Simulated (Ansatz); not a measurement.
# B2BrH5OSi: the cost of one run

Program: Ansatz 0.2.0. Level of theory: RKS revPBE-D4/def2-SVP. These are calculated values, not measurements.

1 further run of the same task is left out (it didn't finish).

**1. The structure to begin with**

Bond lengths: B1–B2 1.670 Å, B2–O3 1.488 Å, O3–Si4 1.802 Å, Si4–Br5 2.281 Å, B1–H6 1.246 Å, B1–H7 1.135 Å, B2–H8 1.185 Å, Si4–H9 1.484 Å, Si4–H10 1.413 Å. Angles: B1–B2–O3 122.7°, B1–B2–H8 117.4°, O3–B2–H8 119.9°, B2–B1–H6 115.8°, B2–B1–H7 123.4°, H6–B1–H7 120.8°, B2–O3–Si4 102.9°, O3–Si4–Br5 105.1°, O3–Si4–H9 108.4°, O3–Si4–H10 109.4°, Br5–Si4–H9 109.4°, Br5–Si4–H10 110.0°, H9–Si4–H10 114.1°.

Coordinates:

```xyz
10

B    -0.2375   -0.9076    1.8306
B    -0.2861   -1.0531    0.1677
O    -0.9843   -0.0707   -0.7046
Si    0.3507    1.0216   -1.2268
Br   -0.6407    2.5617   -2.5867
H    -0.7799    0.1107    2.3015
H     0.2413   -1.6792    2.5111
H     0.2143   -2.0156   -0.3095
H     0.8967    1.7019   -0.0263
H     1.3085    0.2791   -1.9541
```

**2. End point A**

input.yaml

```yaml
crystal:
  periodic: [false, false, false]
  atoms:
    - { symbol: B, position_ang: [-0.2375, -0.9076, 1.8306] }
    - { symbol: B, position_ang: [-0.2861, -1.0531, 0.1677] }
    - { symbol: O, position_ang: [-0.9843, -0.0707, -0.7046] }
    - { symbol: Si, position_ang: [0.3507, 1.0216, -1.2268] }
    - { symbol: Br, position_ang: [-0.6407, 2.5617, -2.5867] }
    - { symbol: H, position_ang: [-0.7799, 0.1107, 2.3015] }
    - { symbol: H, position_ang: [0.2413, -1.6792, 2.5111] }
    - { symbol: H, position_ang: [0.2143, -2.0156, -0.3095] }
    - { symbol: H, position_ang: [0.8967, 1.7019, -0.0263] }
    - { symbol: H, position_ang: [1.3085, 0.2791, -1.9541] }
basis:
  gaussian: { orbitals: def2-SVP }
hamiltonian:
  xc: revpbe
  dispersion: d4
relax:
  f_tol: 0.015
  max_steps: 40
output:
  orbitals: {}
```

Command:

```console
$ ansatz run input.yaml --threads 2 --pin off --max-ram 3072MiB --backend cpu --events-out ev --progress --plain --runs-dir out
```

Q: Estimate wall time and peak memory on 2 threads of AMD EPYC 9R45 (Zen 5), shared host.

About 16 s, with a peak of 0.19 GiB.
